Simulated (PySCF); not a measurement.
# Cl6Nb ([NbCl6]2-): the cost of one run

Programs: PySCF 2.14.0, with routines of our own; each step states its level. All values are computed. Atoms count from 0.

## 1. The system as given

7 atoms, charge -2, states of the metal's open shell are computed; geometry from: model start, shaken.

## 2. Geometry optimisation at PBE0-D3(BJ)/def2-SVP

The job: settings as JSON, then the geometry in Å.

```
{"job": {"xc": "PBE0", "basis": "def2-SVP", "d3": "d3bj", "grid": 1, "maxiter": 45, "solvent": "water", "kind": "geom"}, "charge": -2, "metal": "Nb", "open_shell": "d1"}
Nb     0.000020     0.004480    -0.004110
Cl    -0.013360    -0.006820     2.375130
Cl     0.000900     0.020100    -2.397380
Cl     2.380690     0.007350     0.005350
Cl    -2.388420    -0.013960    -0.000440
Cl     0.010430     2.369840    -0.006860
Cl    -0.028520    -2.409340    -0.027630
```

Started as:

```bash
$ OMP_NUM_THREADS=1 python lf_run.py task.json out
```

One launch serves the whole session: the jobs run in the order shown.

**Question.** How long does this first job take on 1 thread of Arm Neoverse V2, shared host, and how much memory does it need?

About 6.6 min, with a peak of 1.1 GiB.
